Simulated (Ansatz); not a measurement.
# HfO: the cost of one run

Computed with Ansatz 0.2.0, Gaussian basis. Level: def2-QZVPP, core rule «outside noble gas», up to 5 orbitals frozen.

The runs, in order: UHF; ROHF; CCSD(T) on UHF.

### Step 1. The system

The geometry is a PBE0/def2-TZVP stationary point (not a proven minimum) of the parent state, kept for this charge and spin. No spin-orbit coupling is included. Elements past krypton take def2 core potentials.

2 atoms, charge 1, spin multiplicity 6.

Atoms are counted from 1 here; the program's logs count them from 0.

Bond lengths: Hf1–O2 1.996 Å.

### Step 2. UHF

File in.yaml:

```yaml
crystal:
  periodic: [false, false, false]
  atoms:
    - {symbol: Hf, position_ang: [0.000000, 0.000000, 0.000000]}
    - {symbol: O, position_ang: [0.000000, 0.000000, 1.995600]}
basis:
  gaussian: {orbitals: "def2-QZVPP.json"}
total_charge: 1
magnetization: {spin_polarized: true, initial_magnetization: 5}
hamiltonian: {xc: hf}
output: {orbitals: {seedname: orbitals}}
```

Started as:

```
ansatz run in.yaml --threads 1 --pin off --events-out ev --progress --plain --max-ram 4096MiB --backend cpu
```

**Question.** How long does this run take on 1 thread of AMD EPYC 7R13, shared host, and how much memory does it need?

About 12 s, with a peak of 0.29 GiB.
